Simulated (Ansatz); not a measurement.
**C₃H₉InO: single points with varied inputs**

Aim: run C₃H₉InO under a spread of inputs, and see what each costs and gives.

Method: the settings change from run to run; program: Ansatz 0.2.0, Gaussian basis.

## (1) The relaxed structure

The geometry comes from an earlier relaxation with PBE0-D4 in a triple-zeta def2 set; it is a stationary point, not always the lowest conformer. In takes a core potential in def2 sets; no spin-orbit term is included.

14 atoms, charge 0, spin multiplicity 1.

Atoms are counted from 1 here; the program's logs count them from 0.

Bond lengths: C1–C2 1.492 Å, C1–H6 1.094 Å, C1–H7 1.094 Å, C1–H8 1.088 Å, C2–C3 1.494 Å, C2–O4 1.220 Å, C3–H9 1.089 Å, C3–H10 1.094 Å, C3–H11 1.094 Å, O4–In5 2.364 Å, In5–H12 1.740 Å, In5–H13 1.740 Å, In5–H14 1.723 Å. Angles: C2–C1–H6 109.4°, C2–C1–H7 109.4°, C2–C1–H8 110.9°, H6–C1–H7 106.5°, H6–C1–H8 110.3°, H7–C1–H8 110.3°, C1–C2–C3 118.5°, C1–C2–O4 120.1°, C3–C2–O4 121.4°, C2–C3–H9 112.8°, C2–C3–H10 108.7°, C2–C3–H11 108.8°, H9–C3–H10 110.0°, H9–C3–H11 110.1°, H10–C3–H11 106.3°, C2–O4–In5 127.2°, O4–In5–H12 94.7°, O4–In5–H13 94.8° and more.

Coordinates:

```
C    -1.7340    0.9087    0.9147
C    -0.5335    0.2813    0.2897
C     0.7016    0.1285    1.1161
O    -0.5733   -0.0938   -0.8708
In    1.1664   -1.1174   -2.1019
H    -1.4765    1.9111    1.2701
H    -2.0266    0.3323    1.7975
H    -2.5586    0.9595    0.2071
H     0.5806    0.5088    2.1288
H     1.5251    0.6473    0.6167
H     0.9779   -0.9295    1.1433
H     1.3498   -2.4562   -1.0049
H     2.2847    0.2003   -1.8964
H     0.3035   -1.3099   -3.5812
```

## (2) RPBE/STO-3G

Options: atoms shaken by 0.08 Å, D3(BJ) with three-body dispersion, the search for lower states set to full.

The input, in.yaml:

```yaml
crystal:
  periodic: [false, false, false]
  atoms:
    - {symbol: C, position_ang: [-1.589162, 0.795626, 0.797202]}
    - {symbol: C, position_ang: [-0.500920, 0.280997, 0.252643]}
    - {symbol: C, position_ang: [0.875480, 0.288831, 1.183795]}
    - {symbol: O, position_ang: [-0.709639, -0.019464, -0.908369]}
    - {symbol: In, position_ang: [1.171360, -1.117707, -2.034109]}
    - {symbol: H, position_ang: [-1.402011, 1.892977, 1.337464]}
    - {symbol: H, position_ang: [-2.000817, 0.185944, 1.790903]}
    - {symbol: H, position_ang: [-2.725464, 0.881018, 0.200160]}
    - {symbol: H, position_ang: [0.586029, 0.341074, 2.101898]}
    - {symbol: H, position_ang: [1.445870, 0.628170, 0.538332]}
    - {symbol: H, position_ang: [1.002551, -0.941511, 1.057535]}
    - {symbol: H, position_ang: [1.277950, -2.295135, -1.012441]}
    - {symbol: H, position_ang: [2.278627, 0.166912, -1.875741]}
    - {symbol: H, position_ang: [0.315171, -1.263280, -3.452111]}
basis:
  gaussian: {orbitals: STO-3G}
hamiltonian: {xc: {name: RPBE}, dispersion: d3bjatm}
scf: {lower_state_search: full}
output: {forces: true}
```

Run with:

```sh
$ ansatz run in.yaml --threads 4 --pin off --events-out ev --progress --plain --max-ram 11315MiB
```

Standard output, shortened:

```text
Functional definition: RPBE
  name "RPBE"
  cite "Hammer, Hansen & Nørskov, Phys. Rev. B 59, 7413 (1999) doi:10.1103/PhysRevB.59.7413"
  cite "Perdew, Burke & Ernzerhof, Phys. Rev. Lett. 77, 3865 (1996) doi:10.1103/PhysRevLett.77.3865"
[...]
779 factors; integrals over basis functions are off by at most 4.9e-5 eV
[...]
mean field -159920.05202719 eV, -5876.9535142947 hartree, gradient 2.7e-5 eV, S^2 0.000000; 0 other end points of the search recorded, 0 dependent functions left out
[...]
reference -159920.05205547 eV, -5876.9535153340 hartree; 42, 42 occupied and 14, 14 virtual orbitals, 779 factors
Total energy: -159921.50242403 eV, -5877.0068153953 hartree
Atom 0 at    -1.589162     0.795626     0.797202 Å, force   -14.171670     6.560394     9.916983 eV/Å
Atom 1 at    -0.500920     0.280997     0.252643 Å, force     7.771226    -0.839129     2.466766 eV/Å
Atom 2 at     0.875480     0.288831     1.183795 Å, force    -7.965828   -11.608721    -3.542664 eV/Å
Atom 3 at    -0.709639    -0.019464    -0.908369 Å, force     2.512404    -3.675117    -8.362264 eV/Å
Atom 4 at     1.171360    -1.117707    -2.034109 Å, force    -0.615651     1.020630    -0.153418 eV/Å
Atom 5 at    -1.402011     1.892977     1.337464 Å, force    -0.404288    -2.683092    -1.595017 eV/Å
Atom 6 at    -2.000817     0.185944     1.790903 Å, force     1.483635     1.224839    -2.232694 eV/Å
Atom 7 at    -2.725464     0.881018     0.200160 Å, force     4.295525    -0.253597     1.079888 eV/Å
Atom 8 at     0.586029     0.341074     2.101898 Å, force    -1.302888     2.246074     7.574738 eV/Å
Atom 9 at     1.445870     0.628170     0.538332 Å, force     8.364933     5.346916    -6.235106 eV/Å
Atom 10 at     1.002551    -0.941511     1.057535 Å, force     0.446764     3.116909     0.408621 eV/Å
Atom 11 at     1.277950    -2.295135    -1.012441 Å, force    -0.083048     0.498137    -0.339847 eV/Å
Atom 12 at     2.278627     0.166912    -1.875741 Å, force    -1.102410    -1.111138    -0.116287 eV/Å
Atom 13 at     0.315171    -1.263280    -3.452111 Å, force     0.771296     0.156896     1.130301 eV/Å
Dipole moment:    -0.430435     0.346505     0.843715 e Å
```

Run time: 0.95 s. Hardware: 4 threads of Arm Neoverse V2, shared host.

Largest force 18.499 eV/Å, dipole 4.84 D.

## (3) wB97/def2-mTZVPP

This run has unrestricted orbitals.

The input, in.yaml:

```yaml
crystal:
  periodic: [false, false, false]
  atoms:
    - {symbol: C, position_ang: [-1.733984, 0.908719, 0.914661]}
    - {symbol: C, position_ang: [-0.533547, 0.281331, 0.289699]}
    - {symbol: C, position_ang: [0.701610, 0.128537, 1.116069]}
    - {symbol: O, position_ang: [-0.573299, -0.093844, -0.870777]}
    - {symbol: In, position_ang: [1.166395, -1.117406, -2.101850]}
    - {symbol: H, position_ang: [-1.476513, 1.911099, 1.270054]}
    - {symbol: H, position_ang: [-2.026609, 0.332275, 1.797543]}
    - {symbol: H, position_ang: [-2.558611, 0.959494, 0.207147]}
    - {symbol: H, position_ang: [0.580580, 0.508827, 2.128827]}
    - {symbol: H, position_ang: [1.525144, 0.647292, 0.616722]}
    - {symbol: H, position_ang: [0.977949, -0.929546, 1.143285]}
    - {symbol: H, position_ang: [1.349764, -2.456213, -1.004934]}
    - {symbol: H, position_ang: [2.284744, 0.200276, -1.896413]}
    - {symbol: H, position_ang: [0.303476, -1.309941, -3.581232]}
basis:
  gaussian: {orbitals: def2-mTZVPP}
magnetization: {spin_polarized: true, initial_magnetization: 0}
hamiltonian: {xc: {name: wB97}}
output: {forces: true}
```

Launched as before.

Standard output, shortened:

```text
Functional definition: wB97
  name "wB97"
  cite "Chai & Head-Gordon, J. Chem. Phys. 128, 084106 (2008) doi:10.1063/1.2834918"
  cite "Becke, J. Chem. Phys. 107, 8554 (1997) doi:10.1063/1.475007"
[...]
  # The coefficients of nought are those of the uniform gas.
[...]
      + integral(e_c_pw_opposite_spin*poly(b97_u_opposite, 1, cos1, cos2, cos3, cos4))
1589 factors; their error is unknown
545 factors; integrals over basis functions are off by at most 1.8e-5 eV
[...]
mean field -10480.08761823 eV, -385.1361163116 hartree, gradient 1.9e-5 eV, S^2 0.000000; 0 other end points of the search recorded, 0 dependent functions left out
[...]
reference -10480.08759908 eV, -385.1361156076 hartree; 28, 28 occupied and 134, 134 virtual orbitals, 1589 factors
Total energy: -10480.08759908 eV, -385.1361156076 hartree
[...]
Atom 4 at     1.166395    -1.117406    -2.101850 Å, force     0.084687    -0.032272    -0.008206 eV/Å
Atom 5 at    -1.476513     1.911099     1.270054 Å, force     0.014499     0.035861    -0.012592 eV/Å
Atom 6 at    -2.026609     0.332275     1.797543 Å, force    -0.010949    -0.037026     0.012063 eV/Å
Atom 7 at    -2.558611     0.959494     0.207147 Å, force    -0.047881     0.000047    -0.050617 eV/Å
Atom 8 at     0.580580     0.508827     2.128827 Å, force    -0.017130     0.030168     0.072792 eV/Å
Atom 9 at     1.525144     0.647292     0.616722 Å, force     0.030898     0.036178    -0.016924 eV/Å
Atom 10 at     0.977949    -0.929546     1.143285 Å, force     0.001374    -0.049643     0.011786 eV/Å
Atom 11 at     1.349764    -2.456213    -1.004934 Å, force    -0.010533     0.060024    -0.068630 eV/Å
Atom 12 at     2.284744     0.200276    -1.896413 Å, force    -0.056039    -0.067961    -0.025327 eV/Å
Atom 13 at     0.303476    -1.309941    -3.581232 Å, force     0.046625     0.005431     0.065756 eV/Å
Dipole moment:    -0.380301     0.468066     0.997052 e Å
```

It took 9 s on 4 threads of Arm Neoverse V2, shared host; peak memory 0.56 GiB.

Largest force 0.362 eV/Å, dipole 5.60 D, ⟨S²⟩ 0.000.

## (4) PBE-QIDH/def2-TZVPD

in.yaml, as its differences from that of step 3:

```diff
@@ -18,5 +18,3 @@
 basis:
-  gaussian: {orbitals: def2-mTZVPP}
-magnetization: {spin_polarized: true, initial_magnetization: 0}
-hamiltonian: {xc: {name: wB97}}
-output: {forces: true}
+  gaussian: {orbitals: def2-TZVPD}
+hamiltonian: {xc: {name: PBE-QIDH}}
```

The command is unchanged.

Standard output, shortened:

```text
Functional definition: PBE-QIDH
  name "PBE-QIDH"
  cite "Brémond, Sancho-García, Pérez-Jiménez & Adamo, J. Chem. Phys. 141, 031101 (2014) doi:10.1063/1.4890314"
  cite "Perdew, Burke & Ernzerhof, Phys. Rev. Lett. 77, 3865 (1996) doi:10.1103/PhysRevLett.77.3865"
[...]
2151 factors; integrals over basis functions are off by at most 9.0e-4 eV
[...]
mean field -10456.91928484 eV, -384.2846957635 hartree, gradient 5.8e-6 eV, S^2 0.000000; 0 other end points of the search recorded, 0 dependent functions left out
8 core orbitals not correlated: weight in the atoms' cores, before any rotation towards them, 1.000 or more for the frozen orbitals, at most 0.000 for the correlated occupied ones
reference -10456.91930630 eV, -384.2846965521 hartree; 20, 20 occupied and 260, 260 virtual orbitals, 2151 factors
second order -31.65151738 eV of doubles, -0.00000000 eV of singles
Total energy: -10467.46981209 eV, -384.6724204886 hartree
```

Run time: 9.5 s. Hardware: 4 threads of Arm Neoverse V2, shared host; peak memory 1.2 GiB.

## (5) r2SCANh/def2-mTZVPP

This run has D3(BJ) dispersion.

in.yaml, as its differences from that of step 4:

```diff
@@ -18,3 +18,3 @@
 basis:
-  gaussian: {orbitals: def2-TZVPD}
-hamiltonian: {xc: {name: PBE-QIDH}}
+  gaussian: {orbitals: def2-mTZVPP}
+hamiltonian: {xc: {name: r2SCANh}, dispersion: d3bj}
```

Launched as before.

Standard output, shortened:

```text
Warning: the engine holds no damping parameters fitted to this dispersion correction and functional, so the run takes those fitted to r2scanh beside the three-body term, which d3bj leaves out (hamiltonian.dispersion, under Limitations)
Functional definition: r2SCANh
  name "r2SCANh"
  cite "Bursch, Neugebauer, Ehlert & Grimme, J. Chem. Phys. 156, 134105 (2022) doi:10.1063/5.0086040"
  cite "Furness, Kaplan, Ning, Perdew & Sun, J. Phys. Chem. Lett. 11, 8208 (2020) doi:10.1021/acs.jpclett.0c02405"
  cite "Furness, Kaplan, Ning, Perdew & Sun, J. Phys. Chem. Lett. 11, 9248 (2020) doi:10.1021/acs.jpclett.0c03077"
  parent r2scan
[...]
1589 factors; their error is unknown
[...]
mean field -10478.12475211 eV, -385.0639823120 hartree, gradient 1.5e-5 eV, S^2 0.000000; 0 other end points of the search recorded, 0 dependent functions left out
reference -10478.12477483 eV, -385.0639831469 hartree; 28, 28 occupied and 134, 134 virtual orbitals, 1589 factors
Total energy: -10478.21132979 eV, -385.0671639832 hartree
```

Run time: 2.9 s. Hardware: 4 threads of Arm Neoverse V2, shared host; peak memory 0.38 GiB.

## (6) B2GP-PLYP/def2-TZVP

Options: charge +1, multiplicity 2.

in.yaml, as its differences from that of step 5:

```diff
@@ -18,3 +18,5 @@
 basis:
-  gaussian: {orbitals: def2-mTZVPP}
-hamiltonian: {xc: {name: r2SCANh}, dispersion: d3bj}
+  gaussian: {orbitals: def2-TZVP}
+total_charge: 1
+magnetization: {spin_polarized: true, initial_magnetization: 1}
+hamiltonian: {xc: {name: B2GP-PLYP}}
```

Same command.

Standard output, shortened:

```text
Functional definition: B2GP-PLYP
  name "B2GP-PLYP"
  cite "Karton, Tarnopolsky, Lamère, Schatz & Martin, J. Phys. Chem. A 112, 12868 (2008) doi:10.1021/jp801805p"
  cite "Becke, Phys. Rev. A 38, 3098 (1988) doi:10.1103/PhysRevA.38.3098"
  cite "Lee, Yang & Parr, Phys. Rev. B 37, 785 (1988) doi:10.1103/PhysRevB.37.785"
[...]
1734 factors; integrals over basis functions are off by at most 1.2e-3 eV
[...]
mean field -10446.25721665 eV, -383.8928719845 hartree, gradient 3.0e-6 eV, S^2 0.811551; 6 other end points of the search recorded, 0 dependent functions left out
8 core orbitals not correlated: weight in the atoms' cores, before any rotation towards them, 1.000 or more for the frozen orbitals, at most 0.000 for the correlated occupied ones
reference -10446.25736449 eV, -383.8928774175 hartree; 20, 19 occupied and 200, 201 virtual orbitals, 1734 factors
second order -31.32910838 eV of doubles, -0.00000000 eV of singles
Total energy: -10457.53584351 eV, -384.3073538765 hartree
```

It took 48 s on 4 threads of Arm Neoverse V2, shared host; peak memory 1.1 GiB.

⟨S²⟩ 0.812.

## (7) rPW86-PBE/def2-TZVPP

This run has a point charge of 0.50 e beside it, D3(BJ) with three-body dispersion.

in.yaml, as its differences from that of step 6:

```diff
@@ -18,5 +18,3 @@
 basis:
-  gaussian: {orbitals: def2-TZVP}
-total_charge: 1
-magnetization: {spin_polarized: true, initial_magnetization: 1}
-hamiltonian: {xc: {name: B2GP-PLYP}}
+  gaussian: {orbitals: def2-TZVPP, point_charges: [{charge: 0.50, position_ang: [6.810, 0.107, 0.042]}]}
+hamiltonian: {xc: {name: rPW86-PBE}, dispersion: d3bjatm}
```

The command is unchanged.

Standard output:

```text
Functional definition: rPW86-PBE
  name "rPW86-PBE"
  cite "Murray, Lee & Langreth, J. Chem. Theory Comput. 5, 2754 (2009) doi:10.1021/ct900365q"
  cite "Perdew, Burke & Ernzerhof, Phys. Rev. Lett. 77, 3865 (1996) doi:10.1103/PhysRevLett.77.3865"
  parent pbe
  exchange = rpw86_x
  correlation = pbe_c
1610 factors; their error is unknown
mean field evaluation 1: about -10483.2034 eV, gradient 8.2e1 eV
mean field evaluation 2: about -10458.3851 eV, gradient 1.3e2 eV
mean field evaluation 4: about -10497.3131 eV, gradient 1.1e1 eV
mean field evaluation 8: about -10497.5878 eV, gradient 3.4e-1 eV
mean field evaluation 16: about -10497.5542 eV, gradient 9.6e-4 eV
mean field -10497.55422684 eV, -385.7780023386 hartree, gradient 5.3e-5 eV, S^2 0.000000; 0 other end points of the search recorded, 0 dependent functions left out
reference -10497.55438933 eV, -385.7780083100 hartree; 28, 28 occupied and 272, 272 virtual orbitals, 1610 factors
Total energy: -10497.83755408 eV, -385.7884144225 hartree
```

It took 5.5 s on 4 threads of Arm Neoverse V2, shared host; peak memory 0.5 GiB.

## (8) PBE/def2-TZVP

Options: multiplicity 3, finite nuclei, a point charge of 0.50 e beside it, D3(BJ) with three-body dispersion.

in.yaml, as its differences from that of step 7:

```diff
@@ -18,3 +18,4 @@
 basis:
-  gaussian: {orbitals: def2-TZVPP, point_charges: [{charge: 0.50, position_ang: [6.810, 0.107, 0.042]}]}
-hamiltonian: {xc: {name: rPW86-PBE}, dispersion: d3bjatm}
+  gaussian: {orbitals: def2-TZVP, nuclear_model: gaussian, point_charges: [{charge: 0.50, position_ang: [7.127, 0.014, -0.359]}]}
+magnetization: {spin_polarized: true, initial_magnetization: 2}
+hamiltonian: {xc: {name: PBE}, dispersion: d3bjatm}
```

The command is unchanged.

Standard output:

```text
Functional definition: PBE
  name "PBE"
  cite "Perdew, Burke & Ernzerhof, Phys. Rev. Lett. 77, 3865 (1996) doi:10.1103/PhysRevLett.77.3865"
  parent pbe
  parameter kappa = 0.804
  parameter beta = 0.06672455060314922
  exchange = pbe_x(kappa = kappa, mu = beta*pi^2/3)
  correlation = pbe_c(beta = beta)
1475 factors; their error is unknown
mean field evaluation 1: about -10447.7046 eV, gradient 6.6e1 eV
mean field evaluation 2: about -10042.9730 eV, gradient 2.3e2 eV
mean field evaluation 4: about -10446.3305 eV, gradient 6.4e1 eV
mean field evaluation 8: about -10469.2381 eV, gradient 5.3e0 eV
mean field evaluation 16: about -10469.3453 eV, gradient 3.4e-1 eV
mean field evaluation 32: about -10464.9452 eV, gradient 1.8e1 eV
mean field evaluation 64: about -10469.2261 eV, gradient 3.1e0 eV
mean field -10469.34565415 eV, -384.7413564125 hartree, gradient 2.0e-5 eV, S^2 2.004440; 6 other end points of the search recorded, 0 dependent functions left out
reference -10469.34572411 eV, -384.7413589838 hartree; 29, 27 occupied and 199, 201 virtual orbitals, 1475 factors
Total energy: -10469.62373273 eV, -384.7515756121 hartree
```

Wall time 8.5 s (4 threads of Arm Neoverse V2, shared host); peak memory 0.49 GiB.

⟨S²⟩ 2.004.

## (9) BHLYP/ANO-RCC-VTZP

Set apart from the defaults: charge +1, multiplicity 2, D3(BJ) dispersion, the search for lower states set to off.

in.yaml, as its differences from that of step 8:

```diff
@@ -18,4 +18,6 @@
 basis:
-  gaussian: {orbitals: def2-TZVP, nuclear_model: gaussian, point_charges: [{charge: 0.50, position_ang: [7.127, 0.014, -0.359]}]}
-magnetization: {spin_polarized: true, initial_magnetization: 2}
-hamiltonian: {xc: {name: PBE}, dispersion: d3bjatm}
+  gaussian: {orbitals: ANO-RCC-VTZP}
+total_charge: 1
+magnetization: {spin_polarized: true, initial_magnetization: 1}
+hamiltonian: {xc: {name: BHLYP}, dispersion: d3bj}
+scf: {lower_state_search: off}
```

The command is unchanged.

Standard output, shortened:

```text
Functional definition: BHLYP
  name "BHLYP"
  cite "Becke, J. Chem. Phys. 98, 1372 (1993) doi:10.1063/1.464304"
  cite "Becke, Phys. Rev. A 38, 3098 (1988) doi:10.1103/PhysRevA.38.3098"
  cite "Lee, Yang & Parr, Phys. Rev. B 37, 785 (1988) doi:10.1103/PhysRevB.37.785"
[...]
2389 factors; their error is unknown
[...]
mean field -165324.10347754 eV, -6075.5487420974 hartree, gradient 2.0e-6 eV, S^2 0.788293; 0 other end points of the search recorded, 0 dependent functions left out
reference -165324.10373066 eV, -6075.5487513996 hartree; 42, 41 occupied and 272, 273 virtual orbitals, 2389 factors
Total energy: -165324.49325950 eV, -6075.5630663202 hartree
Relativity: scalar
Checks for a lower state left out: stability, starts, cluster_reference, orbital_swaps, neighbouring_geometries, increment
```

It took 28 s on 4 threads of Arm Neoverse V2, shared host; peak memory 2.1 GiB.

⟨S²⟩ 0.788.

## (10) The runs in one table

| level | charge | multiplicity | geometry | functions | energy (eV) | time |
| --- | --- | --- | --- | --- | --- | --- |
| RPBE/STO-3G | 0 | 1 | shaken | 56 | -159921.502 | 0.95 s |
| wB97/def2-mTZVPP | 0 | 1 | relaxed | 162 | -10480.088 | 9 s |
| PBE-QIDH/def2-TZVPD | 0 | 1 | relaxed | 288 | -10467.470 | 9.5 s |
| r2SCANh/def2-mTZVPP | 0 | 1 | relaxed | 162 | -10478.211 | 2.9 s |
| B2GP-PLYP/def2-TZVP | 1 | 2 | relaxed | 228 | -10457.536 | 48 s |
| rPW86-PBE/def2-TZVPP | 0 | 1 | relaxed, point charge | 300 | -10497.838 | 5.5 s |
| PBE/def2-TZVP | 0 | 3 | relaxed, point charge | 228 | -10469.624 | 8.5 s |
| BHLYP/ANO-RCC-VTZP | 1 | 2 | relaxed | 314 | -165324.493 | 28 s |

## (11) What came out

```
                                         quantity                      value
                                             runs                          8
                                         quickest        RPBE/STO-3G, 0.95 s
                                          slowest  B2GP-PLYP/def2-TZVP, 48 s
spread of total energies, same state and geometry                    12.6 eV
```

In words: B2GP-PLYP/def2-TZVP took 51 times as long as RPBE/STO-3G. The jobs differ in tasks and options as well as level. The totals spread over 13 eV; they can't be compared across methods or bases. At the PBE0-D4/def2-TZVP geometry and in the same state, the sound runs without point charges leave forces up to 0.36 eV/Å (wB97/def2-mTZVPP), against 18.5 eV/Å where the atoms were moved.
